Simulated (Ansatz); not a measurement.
# Zn: squeezing one contact

One table from this session's results is given with a row withheld; the runs are named, their logs left out.

Program: Ansatz 0.2.0. Level of theory: DFT r²SCAN, with the methods named in each step. These are calculated values, not measurements.

2 further runs of the same task are left out: 2 that didn't finish.

## The structure to begin with

Symmetry: Fd-3m, No. 227, cubic system. The conventional cell has a = 5.331 Å, b = 5.331 Å, c = 5.331 Å, α = 90.00°, β = 90.00°, γ = 90.00°. Zn (site symmetry -43m) has 4 Zn at 2.31 Å as nearest neighbours.

Structure file:

```cif
data_structure
_symmetry_space_group_name_H-M 'P 1'
_symmetry_Int_Tables_number 1
_cell_length_a 3.7699
_cell_length_b 3.7699
_cell_length_c 3.7699
_cell_angle_alpha 60.000
_cell_angle_beta 60.000
_cell_angle_gamma 60.000
_cell_volume 37.89
loop_
_atom_site_label
_atom_site_type_symbol
_atom_site_fract_x
_atom_site_fract_y
_atom_site_fract_z
_atom_site_occupancy
Zn1 Zn 0.87500 0.87500 0.87500 1
Zn2 Zn 0.12500 0.12500 0.12500 1
```

Atoms are numbered in the order of the input: Zn1, Zn2.

The first run:

input.yaml

```yaml
crystal:
  lattice:
    - [0.0, 2.66570712, 2.66570712]
    - [2.66570712, 0.0, 2.66570712]
    - [2.66570712, 2.66570712, 0.0]
  atoms:
    - { symbol: Zn, position: [-0.125, -0.125, -0.125] }
    - { symbol: Zn, position: [0.125, 0.125, 0.125] }
kpoints:
  mp_grid: { grid: [10, 10, 10] }
scf:
  occupations: { method: fermi_dirac, width: 0.05 }
hamiltonian:
  xc: r2scan
  pseudopotentials: { kind: paw }
output:
  forces: true
  stress: true
  eigenvalues: true
  efg: { contact_densities: true }
  populations: true
```

Run with:

```
ansatz run input.yaml --threads 1 --pin off --max-ram 2048MiB --backend cpu --events-out ev --progress --plain --runs-dir out
```

Among the steps run: Shortest bond scaled by 1, PAW; Shortest bond scaled by 0.88, PAW; Shortest bond scaled by 0.82, PAW; Shortest bond scaled by 0.64, PAW; Shortest bond scaled by 0.58, PAW; Shortest bond scaled by 0.58, PAW (source ansatz).

One of the session's tables, all rows but one given; the rest of the session is left out.

```
             method  length (Å)  F from the given length (eV/cell)  force along the bond (eV/Å)  pressure (GPa)  largest force (eV/Å)
                PAW       1.339                             17.471                       64.273          115.41                64.273
                PAW       1.477                             10.002                       43.352           85.81                43.352
                PAW       1.893                                  ?                            ?               ?                     ?
                PAW       2.032                              0.409                        3.624           14.90                 3.624
                PAW       2.309                              0.000                        0.000           10.89                 0.000
PAW (source ansatz)       1.339                                  –                       87.097          158.40                87.097
```

**Question.** Estimate the row for PAW, 1.893.

As computed: F from the given length (eV/cell): 1.160; force along the bond (eV/Å): 7.550; pressure (GPa): 21.82; largest force (eV/Å): 7.550. In the column «F from the given length (eV/cell)» it lies between PAW, 2.032 (0.409) and PAW, 1.477 (10.002).
